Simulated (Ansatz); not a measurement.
# MgZn17S18 (Wurtzite-6H): the cost of one run

Computed with Ansatz 0.2.0 (DFT, PBE, plane-wave PAW, default files, scalar-relativistic, as far as a step names no other, unless a step's input says otherwise).

The COD entry's cell or inner coordinates are ideal or old and differ from later refinements, so a difference from it is no clean test against experiment.

### Step 1. Starting point

Symmetry: P31m, No. 157, trigonal system. The conventional cell has a = 6.603 Å, b = 6.603 Å, c = 18.690 Å, α = 90.00°, β = 90.00°, γ = 120.00°. Zn (site symmetry m) is surrounded by 4 S at 2.33 to 2.34 Å. Zn (site symmetry 3m) has 4 S at 2.33 to 2.34 Å as nearest neighbours. Zn (site symmetry 3) has 4 S at 2.33 to 2.34 Å as nearest neighbours. Mg (site symmetry 3m) is surrounded by 4 S at 2.33 to 2.34 Å. Only part of the 16 independent sites is listed.

As a file:

```
Zn Mg S
1.0
     5.71800    3.30129    0.00000
    -5.71800    3.30129    0.00000
     0.00000    0.00000   18.68999
Zn Mg S
17 1 18
Cartesian
  0.0000 0.0000 0.0000
  -1.9060 3.3013 0.0000
  1.9060 3.3013 0.0000
  0.0000 0.0000 9.3450
  -1.9060 3.3013 9.3450
  1.9060 3.3013 9.3450
  0.0000 2.2009 3.1151
  3.8120 2.2009 3.1151
  -3.8120 2.2009 3.1151
  -3.8120 4.4017 12.4601
  0.0000 4.4017 12.4601
  -1.9060 1.1004 12.4601
  0.0000 4.4017 6.2299
  -1.9060 1.1004 6.2299
  0.0000 2.2009 15.5749
  3.8120 2.2009 15.5749
  -3.8120 2.2009 15.5749
  -3.8120 4.4017 6.2299
  0.0000 0.0000 2.3362
  -1.9060 3.3013 2.3362
  1.9060 3.3013 2.3362
  0.0000 0.0000 11.6812
  -1.9060 3.3013 11.6812
  1.9060 3.3013 11.6812
  0.0000 2.2009 5.4513
  3.8120 2.2009 5.4513
  -3.8120 2.2009 5.4513
  -3.8120 4.4017 14.7963
  0.0000 4.4017 14.7963
  -1.9060 1.1004 14.7963
  -3.8120 4.4017 8.5662
  0.0000 4.4017 8.5662
  -1.9060 1.1004 8.5662
  0.0000 2.2009 17.9112
  3.8120 2.2009 17.9112
  -3.8120 2.2009 17.9112
```

Atom 13 of the input is the impurity.

### Step 2. Gradients at the starting positions

The input, input.yaml:

```yaml
crystal:
  lattice:
    - [5.718, 3.3012888392, 0.0]
    - [-5.718, 3.3012888392, 0.0]
    - [0.0, 0.0, 18.68999]
  atoms:
    - { symbol: Zn, position: [0.0, 0.0, 0.0] }
    - { symbol: Zn, position: [0.3333333333, 0.6666666667, 0.0] }
    - { symbol: Zn, position: [0.6666666667, 0.3333333333, 0.0] }
    - { symbol: Zn, position: [0.0, 0.0, 0.5] }
    - { symbol: Zn, position: [0.3333333333, 0.6666666667, 0.5] }
    - { symbol: Zn, position: [0.6666666667, 0.3333333333, 0.5] }
    - { symbol: Zn, position: [0.3333333333, 0.3333333334, 0.16667] }
    - { symbol: Zn, position: [0.6666666667, 0.0, 0.16667] }
    - { symbol: Zn, position: [0.0, 0.6666666667, 0.16667] }
    - { symbol: Zn, position: [0.3333333333, 1.0, 0.66667] }
    - { symbol: Zn, position: [0.6666666667, 0.6666666666, 0.66667] }
    - { symbol: Zn, position: [0.0, 0.3333333333, 0.66667] }
    - { symbol: Mg, position: [0.3333333333, 1.0, 0.33333] }
    - { symbol: Zn, position: [0.6666666667, 0.6666666666, 0.33333] }
    - { symbol: Zn, position: [0.0, 0.3333333333, 0.33333] }
    - { symbol: Zn, position: [0.3333333333, 0.3333333334, 0.83333] }
    - { symbol: Zn, position: [0.6666666667, 0.0, 0.83333] }
    - { symbol: Zn, position: [0.0, 0.6666666667, 0.83333] }
    - { symbol: S, position: [0.0, 0.0, 0.125] }
    - { symbol: S, position: [0.3333333333, 0.6666666667, 0.125] }
    - { symbol: S, position: [0.6666666667, 0.3333333333, 0.125] }
    - { symbol: S, position: [0.0, 0.0, 0.625] }
    - { symbol: S, position: [0.3333333333, 0.6666666667, 0.625] }
    - { symbol: S, position: [0.6666666667, 0.3333333333, 0.625] }
    - { symbol: S, position: [0.3333333333, 0.3333333334, 0.29167] }
    - { symbol: S, position: [0.6666666667, 0.0, 0.29167] }
    - { symbol: S, position: [0.0, 0.6666666667, 0.29167] }
    - { symbol: S, position: [0.3333333333, 1.0, 0.79167] }
    - { symbol: S, position: [0.6666666667, 0.6666666666, 0.79167] }
    - { symbol: S, position: [0.0, 0.3333333333, 0.79167] }
    - { symbol: S, position: [0.3333333333, 1.0, 0.45833] }
    - { symbol: S, position: [0.6666666667, 0.6666666666, 0.45833] }
    - { symbol: S, position: [0.0, 0.3333333333, 0.45833] }
    - { symbol: S, position: [0.3333333333, 0.3333333334, 0.95833] }
    - { symbol: S, position: [0.6666666667, 0.0, 0.95833] }
    - { symbol: S, position: [0.0, 0.6666666667, 0.95833] }
kpoints:
  mp_grid: { grid: [3, 3, 1] }
scf:
  occupations: { method: fermi_dirac, width: 0.01 }
hamiltonian:
  xc: pbe
  pseudopotentials: { kind: paw }
output:
  forces: true
  stress: true
  populations: true
  efg:
    quadrupole_moments_barn: { Zn: 0.122, Mg: 0.1994, S: -0.0694 }
    contact_densities: true
```

Command:

```bash
> ansatz run input.yaml --threads 1 --pin off --max-ram 3072MiB --backend cpu --events-out ev --progress --plain --runs-dir out
```

What time and memory should one allow on 1 thread of Arm Neoverse V1, shared host?

About 95 s, with a peak of 1.2 GiB.
